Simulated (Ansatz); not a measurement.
Here is an Ansatz input file for C₂H₈O₂Si, SMILES CO[SiH](C)O. Write the same calculation for the Python package.

```yaml
crystal:
  periodic: [false, false, false]
  atoms:
    - { symbol: C, position_ang: [1.1052, 1.8371, 0.2217] }
    - { symbol: O, position_ang: [0.5589, 0.7725, -0.5296] }
    - { symbol: Si, position_ang: [-0.2989, -0.4106, 0.2774] }
    - { symbol: C, position_ang: [-0.2772, -1.9823, -0.6708] }
    - { symbol: O, position_ang: [-1.7701, 0.1814, 0.6263] }
    - { symbol: H, position_ang: [0.2418, 2.4564, 0.6833] }
    - { symbol: H, position_ang: [1.8143, 1.566, 0.9661] }
    - { symbol: H, position_ang: [1.6029, 2.5731, -0.4941] }
    - { symbol: H, position_ang: [0.437, -0.6426, 1.6135] }
    - { symbol: H, position_ang: [0.6527, -2.3762, -0.8584] }
    - { symbol: H, position_ang: [-0.9025, -2.7628, -0.088] }
    - { symbol: H, position_ang: [-0.8465, -1.84, -1.6052] }
    - { symbol: H, position_ang: [-2.2971, 0.5931, -0.1272] }
basis:
  gaussian:
    orbitals: "6-31G*"
hamiltonian:
  xc: pbe0
output:
  orbitals: {}
  forces: true
```

The script, `energy_c2h8o2si.py`:
```python
"""Electronic structure of the C2H8O2Si molecule."""

from pathlib import Path

import ansatz
import numpy as np
import pandas as pd

BASIS_SET = "6-31G*"
FUNCTIONAL = "pbe0"

geometry = (
    ansatz.Crystal.molecule()
    .atom("C", (1.1052, 1.8371, 0.2217))
    .atom("O", (0.5589, 0.7725, -0.5296))
    .atom("Si", (-0.2989, -0.4106, 0.2774))
    .atom("C", (-0.2772, -1.9823, -0.6708))
    .atom("O", (-1.7701, 0.1814, 0.6263))
    .atom("H", (0.2418, 2.4564, 0.6833))
    .atom("H", (1.8143, 1.566, 0.9661))
    .atom("H", (1.6029, 2.5731, -0.4941))
    .atom("H", (0.437, -0.6426, 1.6135))
    .atom("H", (0.6527, -2.3762, -0.8584))
    .atom("H", (-0.9025, -2.7628, -0.088))
    .atom("H", (-0.8465, -1.84, -1.6052))
    .atom("H", (-2.2971, 0.5931, -0.1272))
)

calculation = (
    geometry.calculation()
    .basis(gaussian=BASIS_SET)
    .functional(FUNCTIONAL)
    .forces()
    .orbitals()
)
res = calculation.run(threads=1, runs_dir="c2h8o2si_runs")
data = res.report

print(f"E = {data['free_energy_ev']:.6f} eV = {data['free_energy_ev'] / 27.211386246:.7f} Ha")
print("converged:", data["converged"], " doubts:", data["published_state_doubts"] or "none")

field = data["mean_field"]
print("<S^2> =", round(abs(field["state"]["spin_squared"]), 4), " relativity:", field["relativity"])
print("passes:", field["passes"])
if "symmetry" in field:
    print("occupied orbitals by irrep:", field["symmetry"]["occupied"])

symbols = [site.symbol for site in geometry.cartesian_sites]
print("forces (eV/A)")
for symbol, f in zip(symbols, data["forces_ev_ang"]):
    print(f"  {symbol:2s} {f[0]:9.4f} {f[1]:9.4f} {f[2]:9.4f}")

charges = data["charge_distribution"]
table = pd.DataFrame({"atom": symbols, "mulliken": charges["mulliken_charges_e"], "lowdin": charges["lowdin_charges_e"]})
print(table.round(3).to_string())
print("dipole (e A):", np.round(charges["dipole_moment_e_ang"], 4) + 0.0)

lines = Path(data["orbitals_path"]).read_text().splitlines()
field_of = lambda key: [line.split("=")[1].strip() for line in lines if line.startswith(key)]
orbitals = [(27.211386 * float(e), s, float(n)) for e, s, n in zip(field_of("Ene="), field_of("Spin="), field_of("Occup="))]
homo = max(e for e, _, n in orbitals if n > 0.5)
lumo = min(e for e, _, n in orbitals if n < 0.5)
for e, spin, n in sorted(orbitals):
    if homo - 6 < e < lumo + 5:
        print(f"{spin:6s} {e:10.3f} eV  occupation {n:.0f}")
```

```console
$ python energy_c2h8o2si.py
E = -14166.975627 eV = -520.6267516 Ha
converged: True  doubts: none
<S^2> = 0.0  relativity: none
passes: {'evaluations': 16, 'products': 12}
occupied orbitals by irrep: [{'A': 25}, {'A': 25}]
forces (eV/A)
  C    -2.0086    2.6391   -1.5781
  O     0.4621   -0.3398    0.1152
  Si    2.0829    0.2217    0.9654
  C    -4.1799   -0.2926    0.7140
  O    -2.2380    0.9509   -1.0466
  H     1.3390   -0.9073   -0.2846
  H     0.6399   -0.6110    0.8479
  H    -0.4211   -1.0305    0.7246
  H    -0.6254    0.1777   -0.5871
  H     2.4677   -0.9322   -0.5397
  H     1.0293    1.1132   -0.7205
  H     0.3530   -0.1516   -0.0413
  H     1.0991   -0.8378    1.4308
   atom  mulliken  lowdin
0     C    -0.263  -0.224
1     O    -0.563  -0.208
2    Si     0.882   0.268
3     C    -0.769  -0.531
4     O    -0.692  -0.357
5     H     0.153   0.117
6     H     0.184   0.119
7     H     0.167   0.107
8     H    -0.138  -0.104
9     H     0.224   0.156
10    H     0.189   0.167
11    H     0.192   0.158
12    H     0.434   0.333
dipole (e A): [-0.104   0.0396 -0.1965]
Alpha     -13.692 eV  occupation 2
Alpha     -12.504 eV  occupation 2
Alpha     -12.176 eV  occupation 2
Alpha     -11.857 eV  occupation 2
Alpha     -11.361 eV  occupation 2
Alpha     -10.700 eV  occupation 2
Alpha     -10.321 eV  occupation 2
Alpha      -9.709 eV  occupation 2
Alpha      -8.550 eV  occupation 2
Alpha      -8.176 eV  occupation 2
Alpha      -7.799 eV  occupation 2
Alpha       1.332 eV  occupation 0
Alpha       2.218 eV  occupation 0
Alpha       2.679 eV  occupation 0
Alpha       3.498 eV  occupation 0
Alpha       3.753 eV  occupation 0
Alpha       4.252 eV  occupation 0
Alpha       4.449 eV  occupation 0
Alpha       4.647 eV  occupation 0
Alpha       5.012 eV  occupation 0
Alpha       5.800 eV  occupation 0
Alpha       5.850 eV  occupation 0
Alpha       6.129 eV  occupation 0
```

Caveats:
- Total energies depend on the basis set; only differences at equal settings carry meaning.
- The geometry is a force-field or estimated start, not a minimum of this method, and the basis set is short of its limit.
- The Löwdin charges here are taken after orthogonalising the functions within each atom; they differ from plain Löwdin charges, and their signs can be unphysical.
- Alpha marks a spatial orbital of a restricted run, filled by both spins.
- Levels such as HOMO and LUMO are orbital energies: with these approximate functionals they aren't the ionisation energy and electron affinity, and their gap isn't the fundamental gap.
- It ran for 5.7 s on 1 thread of AMD EPYC 7R43 64-Core Processor (Zen 3), on a shared host, peak memory 0.3 GiB.

(Lines on the test bed's own set-up are left out of the output.)
